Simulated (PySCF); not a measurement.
**Cu(2+), Cu(3+): ionisation energy in x2c-SVPall**

Aim: the ionisation energy of copper from differences of total energies, at each level of theory, and how far each lands from the tabulated value where there is one.

Program: PySCF 2.14.0. Level of theory: unrestricted determinants in a Gaussian basis, no spin-orbit coupling in the energies. These are calculated values, not measurements, unless marked.

**1. Starting point**

| Quantity | Value |
| --- | --- |
| Element | copper (Z = 29) |
| Basis | x2c-SVPall (5s3p3d1f, 36 functions) |
| Hamiltonian | scalar relativity by spin-free X2C-1e |
| State 1 | Cu(2+): [Ar] 3d9, 2D determinant |
| State 2 | Cu(3+): [Ar] 3d8, high-spin 3F determinant |
| Methods | UHF, PBE0, M06-L, MP2 |
| Core shells frozen in the correlated runs | valence: [Ar] (for Cu(2+)) |

Outer shells as boxes (Hund's rule):

Cu2+ [Ar] 3d9
```
[Ar] core
3d [↑↓][↑↓][↑↓][↑↓][↑ ]
```

Cu3+ [Ar] 3d8
```
[Ar] core
3d [↑↓][↑↓][↑↓][↑ ][↑ ]
```

The runs were made by one driver on top of PySCF. The scripts below sum up each run's settings (the driver also hands on starting orbitals that pick excited configurations, and frozen orbitals as a list rather than a count), and the logs come from the driver's own runs. The driver starts from symmetry-adapted Hartree-Fock orbitals, holds the occupation by maximum overlap and uses a logarithmic radial grid for functionals, so a plain start would take other cycles.

The driver's launch:

```sh
$ OMP_NUM_THREADS=1 python atomrun2.py TASK.json OUT
```

The integrals over 36 functions and the set-up took 0.12 s of CPU time.

**2. Cu(2+)**

#### UHF

File input.py:

```python
from pyscf import gto, scf, dft, mp, cc
import basis_set_exchange as bse
mol = gto.M(atom="Cu 0 0 0", charge=2, spin=1, symmetry="D2h",
            basis=gto.basis.parse(bse.get_basis("x2c-SVPall", elements=["Cu"], fmt="nwchem", header=False)),
            nucmod="G")
mf = scf.UHF(mol).sfx2c1e()
mf.irrep_nelec = {'Ag': (5, 4), 'B1g': (1, 1), 'B2g': (1, 1), 'B3g': (1, 1), 'B1u': (2, 2), 'B2u': (2, 2), 'B3u': (2, 2)}
mf.kernel()
```

#### PBE0

input.py, as changed from the run before:

```diff
@@ -5,3 +5,3 @@
             nucmod="G")
-mf = scf.UHF(mol).sfx2c1e()
+mf = dft.UKS(mol, xc="PBE0").sfx2c1e()
 mf.irrep_nelec = {'Ag': (5, 4), 'B1g': (1, 1), 'B2g': (1, 1), 'B3g': (1, 1), 'B1u': (2, 2), 'B2u': (2, 2), 'B3u': (2, 2)}
```

#### M06-L

input.py, as changed from the run before:

```diff
@@ -5,3 +5,3 @@
             nucmod="G")
-mf = dft.UKS(mol, xc="PBE0").sfx2c1e()
+mf = dft.UKS(mol, xc="M06L").sfx2c1e()
 mf.irrep_nelec = {'Ag': (5, 4), 'B1g': (1, 1), 'B2g': (1, 1), 'B3g': (1, 1), 'B1u': (2, 2), 'B2u': (2, 2), 'B3u': (2, 2)}
```

#### MP2 (valence)

input.py, as changed from the run before:

```diff
@@ -5,4 +5,5 @@
             nucmod="G")
-mf = dft.UKS(mol, xc="M06L").sfx2c1e()
+mf = scf.UHF(mol).sfx2c1e()
 mf.irrep_nelec = {'Ag': (5, 4), 'B1g': (1, 1), 'B2g': (1, 1), 'B3g': (1, 1), 'B1u': (2, 2), 'B2u': (2, 2), 'B3u': (2, 2)}
 mf.kernel()
+mp.UMP2(mf, frozen=9).kernel()
```

**3. Cu(3+), method by method**

#### UHF

File input.py:

```python
from pyscf import gto, scf, dft, mp, cc
import basis_set_exchange as bse
mol = gto.M(atom="Cu 0 0 0", charge=3, spin=2, symmetry="D2h",
            basis=gto.basis.parse(bse.get_basis("x2c-SVPall", elements=["Cu"], fmt="nwchem", header=False)),
            nucmod="G")
mf = scf.UHF(mol).sfx2c1e()
mf.irrep_nelec = {'Ag': (5, 3), 'B1g': (1, 1), 'B2g': (1, 1), 'B3g': (1, 1), 'B1u': (2, 2), 'B2u': (2, 2), 'B3u': (2, 2)}
mf.kernel()
```

#### PBE0

input.py, as changed from the run before:

```diff
@@ -5,3 +5,3 @@
             nucmod="G")
-mf = scf.UHF(mol).sfx2c1e()
+mf = dft.UKS(mol, xc="PBE0").sfx2c1e()
 mf.irrep_nelec = {'Ag': (5, 3), 'B1g': (1, 1), 'B2g': (1, 1), 'B3g': (1, 1), 'B1u': (2, 2), 'B2u': (2, 2), 'B3u': (2, 2)}
```

#### M06-L

input.py, as changed from the run before:

```diff
@@ -5,3 +5,3 @@
             nucmod="G")
-mf = dft.UKS(mol, xc="PBE0").sfx2c1e()
+mf = dft.UKS(mol, xc="M06L").sfx2c1e()
 mf.irrep_nelec = {'Ag': (5, 3), 'B1g': (1, 1), 'B2g': (1, 1), 'B3g': (1, 1), 'B1u': (2, 2), 'B2u': (2, 2), 'B3u': (2, 2)}
```

#### MP2 (valence)

input.py, as changed from the run before:

```diff
@@ -5,4 +5,5 @@
             nucmod="G")
-mf = dft.UKS(mol, xc="M06L").sfx2c1e()
+mf = scf.UHF(mol).sfx2c1e()
 mf.irrep_nelec = {'Ag': (5, 3), 'B1g': (1, 1), 'B2g': (1, 1), 'B3g': (1, 1), 'B1u': (2, 2), 'B2u': (2, 2), 'B3u': (2, 2)}
 mf.kernel()
+mp.UMP2(mf, frozen=9).kernel()
```

What does the calculation give?

As calculated:

| quantity | value |
| --- | --- |
| ionisation energy, Cu(2+) | UHF 34.673, MP2 (valence) 36.502 eV; reference 36.841 ± 0.012 |

What this shows: The methods span 2.885 eV, from UHF (34.673) to PBE0 (37.558). The reference is uncertain or not like for like (spin-orbit coupling or other relativistic terms), so no ranking of close methods is drawn. The basis is finite, and no extrapolation was made.
